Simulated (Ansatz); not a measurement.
**Br₂ClHSi: one species, many methods**

An exercise on one series of results from a longer session: the logs are not shown, and one member is left open.

Computed with Ansatz 0.2.0, Gaussian basis. Level: functionals in def2-TZVPP, the program's frozen cores in correlated methods.

Plan: LDA (SPW92), PBE-D4, revPBE-D4, BLYP-D4, r2SCAN-D4, B97M-V, PBE0-D4, B3LYP-D4, r2SCANh-D4, r2SCAN0-D4, HSE06-D4, BHLYP-D4, CAM-B3LYP-D4, LC-ωPBE, ωB97X-V, ωB97M-V, B2PLYP, PBE-QIDH; CCSD(T)/def2-SVP; CCSD(T)/def2-TZVPP; MP2/def2-QZVPP; extrapolation to the limit; RPA on PBE.

**The geometry**

All runs share one geometry, relaxed beforehand with PBE0-D4 in a triple-zeta def2 set.

SMILES `Cl[SiH](Br)Br`, 5 atoms, charge 0, spin multiplicity 1.

Atoms are counted from 1 here; the program's logs count them from 0.

Bond lengths: Cl1–Si2 2.032 Å, Si2–Br3 2.197 Å, Si2–Br4 2.197 Å, Si2–H5 1.471 Å. Angles: Cl1–Si2–Br3 109.7°, Cl1–Si2–Br4 109.7°, Cl1–Si2–H5 109.1°, Br3–Si2–Br4 110.0°, Br3–Si2–H5 109.2°, Br4–Si2–H5 109.2°.

Set-up of the first run:

in.yaml

```yaml
crystal:
  periodic: [false, false, false]
  atoms:
    - {symbol: Cl, position_ang: [0.456293, 0.622006, 1.858318]}
    - {symbol: Si, position_ang: [0.013629, -0.140732, 0.027450]}
    - {symbol: Br, position_ang: [1.553992, 0.464696, -1.417522]}
    - {symbol: Br, position_ang: [-1.954545, 0.589226, -0.621135]}
    - {symbol: H, position_ang: [-0.019368, -1.608797, 0.111589]}
basis:
  gaussian: {orbitals: def2-TZVPP}
hamiltonian: {xc: lda}
output: {orbitals: {seedname: orbitals}}
```

Command:

```console
$ ansatz run in.yaml --threads 4 --pin off --events-out ev --progress --plain --max-ram 10444MiB
```

Steps of the session up to this table: LDA; PBE-D4 (GGA); revPBE-D4 (GGA); BLYP-D4 (GGA); r2SCAN-D4 (meta-GGA); B97M-V (meta-GGA); B3LYP-D4 (hybrid); r2SCANh-D4 (hybrid); r2SCAN0-D4 (hybrid); HSE06-D4 (hybrid); BHLYP-D4 (hybrid); CAM-B3LYP-D4 (range-separated); LC-ωPBE (range-separated); ωB97X-V (range-separated); ωB97M-V (range-separated); B2PLYP (double hybrid); PBE-QIDH (double hybrid).

One of the session's tables, all rows but one given; the rest of the session is left out.

It belongs to the step «Orbital energies across the functionals». 

| functional | HOMO (eV) | gap (eV) |
| --- | --- | --- |
| LDA (SPW92) | -7.59 | 5.61 |
| PBE-D4 | -7.43 | 5.71 |
| revPBE-D4 | -7.38 | 5.76 |
| BLYP-D4 | -7.24 | 5.62 |
| r2SCAN-D4 | -7.78 | 6.38 |
| B97M-V | -7.86 | 6.49 |
| PBE0-D4 | ? | ? |
| B3LYP-D4 | -8.44 | 7.38 |
| r2SCANh-D4 | -8.25 | 7.16 |
| r2SCAN0-D4 | -8.95 | 8.34 |
| HSE06-D4 | -8.32 | 7.14 |
| BHLYP-D4 | -9.83 | 10.04 |
| CAM-B3LYP-D4 | -10.02 | 10.28 |
| LC-ωPBE | -11.43 | 12.92 |
| ωB97X-V | -11.06 | 12.44 |
| ωB97M-V | -10.90 | 12.07 |

Q: Estimate the row for PBE0-D4 from the others.

As computed: HOMO (eV): -8.72; gap (eV): 7.92. In the column «HOMO (eV)» it lies between r2SCAN0-D4 (-8.95) and B3LYP-D4 (-8.44).
